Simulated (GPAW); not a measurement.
Runs of GPAW 26.7.0 on PtSe. Symmetry: Fm-3m, No. 225, cubic system. The conventional cell has a = 5.597 Å, b = 5.597 Å, c = 5.597 Å, α = 90.00°, β = 90.00°, γ = 90.00°. Pt (site symmetry m-3m) has 6 Se at 2.80 Å as nearest neighbours. Around Se (site symmetry m-3m) lie 6 Pt at 2.80 Å. The cell comes from a database or a generator and needn't be the stable form of this composition.

```csv
spin,U,fixed moment (μB),gap on the mesh (eV),pressure (GPa),moment (μB)
"collinear, ferromagnetic start",Pt d U = 2 eV,-,none,-20.9,0.15
"collinear, random start",Pt d U = 2 eV,-,none,-20.9,0.15
"collinear, zero start",Pt d U = 2 eV,0.0,-,(a),0.00
"collinear, zero start",Pt d U = 5 eV,0.0,-,-20.7,0.00
```

Alike in all rows: task single point; level LDA+U; potentials or basis the program's PAW data sets (release 1.2.1) made for this functional, pw; cell as given; k mesh 6 × 6 × 6; cutoff (eV) 600; smearing gaussian 0.05 eV.

**Question.** Estimate the missing entries.

**Answer.** (a) -21.0.

Caveats: the total moment is fixed, so each spin has its own Fermi level (some runs).

A k mesh can miss the band edges, and the runs leave out spin-orbit coupling on Pt, Se.

A gap of «none» marks a metal or a gap under the smearing width.

Runs at the PBE level aren't shown here.
